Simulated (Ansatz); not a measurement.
**C2H7FSi: how energies converge with the basis set**

The task here is to estimate one member of a computed series from the others.

The runs use Ansatz 0.2.0, Gaussian basis; one geometry, several basis sets.

Levels to be run: PBE0-D4/def2-SVP; ωB97M-V/def2-SVP; PBE0-D4/def2-QZVPP; ωB97M-V/def2-QZVPP; the functionals' def2-TZVPP values are taken from earlier runs.

## The geometry

All runs share one geometry, relaxed beforehand with PBE0-D4 in a triple-zeta def2 set.

SMILES `FCC[SiH3]`, 11 atoms, charge 0, spin multiplicity 1.

Atoms are counted from 1 here; the program's logs count them from 0.

Bond lengths: F1–C2 1.388 Å, C2–C3 1.510 Å, C2–H5 1.095 Å, C2–H6 1.094 Å, C3–Si4 1.886 Å, C3–H7 1.096 Å, C3–H8 1.095 Å, Si4–H9 1.484 Å, Si4–H10 1.488 Å, Si4–H11 1.488 Å. Angles: F1–C2–C3 110.2°, F1–C2–H5 107.3°, F1–C2–H6 107.1°, C3–C2–H5 111.3°, C3–C2–H6 112.0°, H5–C2–H6 108.7°, C2–C3–Si4 114.0°, C2–C3–H7 108.5°, C2–C3–H8 110.2°, Si4–C3–H7 108.0°, Si4–C3–H8 109.1°, H7–C3–H8 106.7°, C3–Si4–H9 111.9°, C3–Si4–H10 109.5°, C3–Si4–H11 108.9°, H9–Si4–H10 109.2°, H9–Si4–H11 108.6°, H10–Si4–H11 108.6°.

The first run:

in.yaml

```yaml
crystal:
  periodic: [false, false, false]
  atoms:
    - {symbol: F, position_ang: [-1.194546, 1.426130, 0.765727]}
    - {symbol: C, position_ang: [0.174689, 1.206440, 0.718166]}
    - {symbol: C, position_ang: [0.460911, -0.259512, 0.498518]}
    - {symbol: Si, position_ang: [-0.403760, -0.993293, -1.008079]}
    - {symbol: H, position_ang: [0.574209, 1.815696, -0.098923]}
    - {symbol: H, position_ang: [0.591128, 1.568640, 1.663075]}
    - {symbol: H, position_ang: [1.540979, -0.386839, 0.365180]}
    - {symbol: H, position_ang: [0.184185, -0.836193, 1.386827]}
    - {symbol: H, position_ang: [-1.867216, -1.120125, -0.800480]}
    - {symbol: H, position_ang: [-0.151610, -0.132027, -2.195589]}
    - {symbol: H, position_ang: [0.156430, -2.345816, -1.273724]}
basis:
  gaussian: {orbitals: def2-SVP}
hamiltonian: {xc: pbe0, dispersion: d4}
output: {orbitals: {seedname: orbitals}}
```

Started as:

```
> ansatz run in.yaml --threads 2 --pin off --events-out ev --progress --plain --max-ram 4352MiB
```

Among the steps run: PBE0-D4 in def2-SVP; ωB97M-V in def2-SVP; PBE0-D4 in def2-QZVPP; ωB97M-V in def2-QZVPP.

One of the session's tables, all rows but one given; the rest of the session is left out.

```
functional       basis  HOMO (eV)  LUMO (eV)
   PBE0-D4    def2-SVP      -8.80       1.23
   PBE0-D4  def2-TZVPP      -8.83       0.69
   PBE0-D4  def2-QZVPP      -8.85       0.41
   ωB97M-V    def2-SVP     -11.05       3.00
   ωB97M-V  def2-TZVPP     -11.10       2.18
   ωB97M-V  def2-QZVPP          ?          ?
```

Q: Estimate the row for ωB97M-V, def2-QZVPP from the others.

**Answer.** HOMO (eV): -11.11; LUMO (eV): 1.63. In the column «HOMO (eV)» it is the lowest.
